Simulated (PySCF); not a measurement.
# C3H10Si: the cost of one run

The runs use PySCF 2.14.0, with density-fitted response routines of our own; the level of theory stands in each step. All values are computed, except where a source is named. Atoms are numbered from 0 throughout.

## 1. The starting structure

14 atoms, charge 0, multiplicity 1; geometry from: GFN2-xTB. The atoms were then displaced at random by about 0.01 Å, so the start is not that level's minimum.

Bonds of the start (Å): C0–C1 1.49, C1–Si2 1.90, Si2–C3 1.95, C0–H4 1.09, C0–H5 1.12, C0–H6 1.10, C1–H7 1.09, C1–H8 1.10, Si2–H9 1.48, Si2–H10 1.45, C3–H11 1.09, C3–H12 1.08, C3–H13 1.05.

## 2. Optimising the geometry at PBE0-D3(BJ)/def2-SVP

What the job is given:

```
{"job": {"xc": "PBE0", "basis": "def2-SVP", "d3": "d3bj", "grid": 1, "shake": 0.01, "kind": "geom"}, "charge": 0, "multiplicity": 1}
C     -2.118480    -0.236860     0.340330
C     -0.707430    -0.686060     0.143110
Si     0.505610     0.756730    -0.077480
C      2.323850     0.073160    -0.189490
H     -2.818900    -1.063040     0.442950
H     -2.471860     0.377160    -0.522970
H     -2.212460     0.413380     1.221470
H     -0.642540    -1.333780    -0.730630
H     -0.416000    -1.287060     1.022830
H      0.423870     1.664200     1.093430
H      0.188820     1.501040    -1.284360
H      2.584050    -0.444950     0.731880
H      2.364570    -0.622240    -1.016960
H      2.989750     0.873240    -0.341780
```

Started as:

```bash
$ OMP_NUM_THREADS=1 python probes_run.py task.json out
```

The driver reads the jobs from task.json and runs them one after another.

Q: Estimate the wall time and peak memory of this first job on 1 thread of Arm Neoverse V2, shared host.

About 18 s, with a peak of 0.46 GiB.
